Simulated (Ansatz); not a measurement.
# CH4FGaO2: one species, many methods

Aim: compute CH4FGaO2 with functionals from several rungs and with coupled cluster, and see how far each lands from CCSD(T) at the basis-set limit for the atomisation energy.

The runs use Ansatz 0.2.0, Gaussian basis; functionals in def2-TZVPP, the program's frozen cores in correlated methods.

Levels to be run: PBE-D4, r2SCAN-D4, PBE0-D4, B3LYP-D4, ωB97X-V, ωB97M-V, B2PLYP; CCSD(T)/def2-TZVPP; MP2/def2-QZVPP; extrapolation to the limit.

**1. The relaxed structure**

All runs share one geometry, relaxed beforehand with PBE0-D4 in a triple-zeta def2 set.

SMILES `O[CH2][Ga]([OH])[F]`, 9 atoms, charge 0, spin multiplicity 1.

Atoms are counted from 1 here; the program's logs count them from 0.

Bond lengths: O1–C2 1.411 Å, O1–H6 0.962 Å, C2–Ga3 1.977 Å, C2–H7 1.099 Å, C2–H8 1.092 Å, Ga3–O4 1.772 Å, Ga3–F5 1.764 Å, O4–H9 0.959 Å. Angles: C2–O1–H6 109.3°, O1–C2–Ga3 110.3°, O1–C2–H7 112.2°, O1–C2–H8 107.5°, Ga3–C2–H7 109.4°, Ga3–C2–H8 110.5°, H7–C2–H8 106.9°, C2–Ga3–O4 138.8°, C2–Ga3–F5 109.8°, O4–Ga3–F5 111.4°, Ga3–O4–H9 114.8°.

**2. PBE-D4 (GGA)**

File in.yaml:

```yaml
crystal:
  periodic: [false, false, false]
  atoms:
    - {symbol: O, position_ang: [0.047196, 1.139636, 1.640914]}
    - {symbol: C, position_ang: [-0.207824, -0.115229, 1.048971]}
    - {symbol: Ga, position_ang: [0.134875, -0.038067, -0.896650]}
    - {symbol: O, position_ang: [0.578998, -1.134638, -2.216032]}
    - {symbol: F, position_ang: [-0.089112, 1.611853, -1.478235]}
    - {symbol: H, position_ang: [-0.320065, 1.833116, 1.085139]}
    - {symbol: H, position_ang: [-1.237636, -0.455420, 1.224664]}
    - {symbol: H, position_ang: [0.451813, -0.843414, 1.524790]}
    - {symbol: H, position_ang: [0.730254, -2.044039, -1.950560]}
basis:
  gaussian: {orbitals: def2-TZVPP}
hamiltonian: {xc: pbe, dispersion: d4}
output: {forces: true, orbitals: {seedname: orbitals}}
```

Launch:

```
> ansatz run in.yaml --threads 4 --pin off --events-out ev --progress --plain --max-ram 10444MiB
```

After this run come: r2SCAN-D4 (meta-GGA); PBE0-D4 (hybrid); B3LYP-D4 (hybrid); ωB97X-V (range-separated); ωB97M-V (range-separated); B2PLYP (double hybrid); CCSD(T) in def2-TZVPP; MP2 in def2-QZVPP.

Before running them: what should the planned runs give, taken together? Wanted: atomisation energy, CCSD(T)/CBS; farthest; mean size of error, hybrid; mean size of error, range-separated; gap, smallest and largest; T1 diagnostic; triples share of the correlation energy.

**Answer**, as computed:

```
                               quantity                                 value
        atomisation energy, CCSD(T)/CBS                             33.802 eV
    functionals within 0.338 eV (1.0 %)           r2SCAN-D4, ωB97X-V, ωB97M-V
                               farthest                    B2PLYP (-0.612 eV)
             mean size of error, hybrid                              0.521 eV
    mean size of error, range-separated                              0.223 eV
              gap, smallest and largest  4.65 eV (PBE-D4), 11.40 eV (ωB97X-V)
                          T1 diagnostic                                0.0138
triples share of the correlation energy                                 3.5 %
```

What this shows: PBE-D4 is off by +0.578 eV. Double hybrids carry the basis error of their MP2 part in triple zeta, and no dispersion term here, so their miss is partly the set-up's. Misses under about 0.338 eV are within the doubt on the reference itself, which lacks core-valence correlation, relativity and higher excitations, and its outer-core shells are covered unevenly. Hartree-Fock recovers 68 % of the binding; the rest is correlation. The gap grows from 4.7 to 11.4 eV across the functionals, mostly with the share of exact exchange. Correlated methods include outer-core shells of Ga, which these sets cover unevenly.
